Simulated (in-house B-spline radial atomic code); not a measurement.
# Ba³⁹⁺: ionisation energy by several methods

Aim: the ionisation energy of Ba³⁹⁺ by several methods, each as the difference of two self-consistent energies (Ba³⁹⁺ and the next ion, [Ne] 3s2 3p4).

The numbers are computed with in-house B-spline radial atomic code version 1 (Dirac-Coulomb, several functionals; spherical all-electron atom at the radial basis limit), except any that are marked as measured or tabulated.

**1. Starting point**

* element: barium (Z = 56)
* charge: +39
* electrons: 17
* configuration: [Ne] 3s2 3p5
* nucleus: Fermi, rms radius 4.838 fm

The outer shells:

[Ne] 3s2 3p5
```
[Ne] core
3s [↑↓]
3p [↑↓][↑↓][↑ ]
```

The boxes only draw the filling; these runs are spin-restricted and spherical.

**2. LDA (PW92)**

Settings of the run:

```ini
Z = 56
electrons = 17.0
configuration = [Ne] 3s2 3p5
hamiltonian = dirac
method = lda,pw
spin_polarised = False
nucleus = fermi
rms_radius = 4.8378
mass_number = 138
atomic_mass = 137.905247059
speed_of_light = 137.035999084
```

**3. PW91, a GGA**

The settings differ from step 2 so:

```diff
@@ -4,3 +4,3 @@
 hamiltonian = dirac
-method = lda,pw
+method = pw91,pw91
 spin_polarised = False
```

**4. PBE, a GGA**

The settings differ from step 3 so:

```diff
@@ -4,3 +4,3 @@
 hamiltonian = dirac
-method = pw91,pw91
+method = pbe,pbe
 spin_polarised = False
```

The tabulated ionisation energy is 2901 ± 4 eV (tabulated theoretical; NIST Atomic Spectra Database). What does each method give, and which comes nearest?

The runs gave:

| method | rung | total energy (hartree) | ΔSCF (eV) | with Breit, QED, recoil (eV) | −ε highest (eV) | corrected ΔSCF less tabulated (eV) |
| --- | --- | --- | --- | --- | --- | --- |
| LDA (PW92) | LDA | -6853.4095 | 2939.59 | 2936.92 | 2863.23 (3p3/2) | +35.92 |
| PW91 | GGA | -6860.6325 | 2941.16 | 2938.49 | 2864.91 (3p3/2) | +37.49 |
| PBE | GGA | -6859.9392 | 2940.65 | 2937.98 | 2864.46 (3p3/2) | +36.98 |

The tabulated ionisation energy is 2901 ± 4 eV (tabulated theoretical; NIST Atomic Spectra Database). LDA (PW92) comes nearest (+35.92 eV) and PW91 is farthest (+37.49 eV, 1.3 %). All methods miss on the same side by much the same amount, which points to something that they share. PBE is off by +36.98 eV. Open shells are averaged (over orientations, and over spins where the run is restricted), while tables refer to the lowest levels.

Members of this set that are not shown: 1 used exact exchange with fractional occupations of an open shell, which is unsound here.
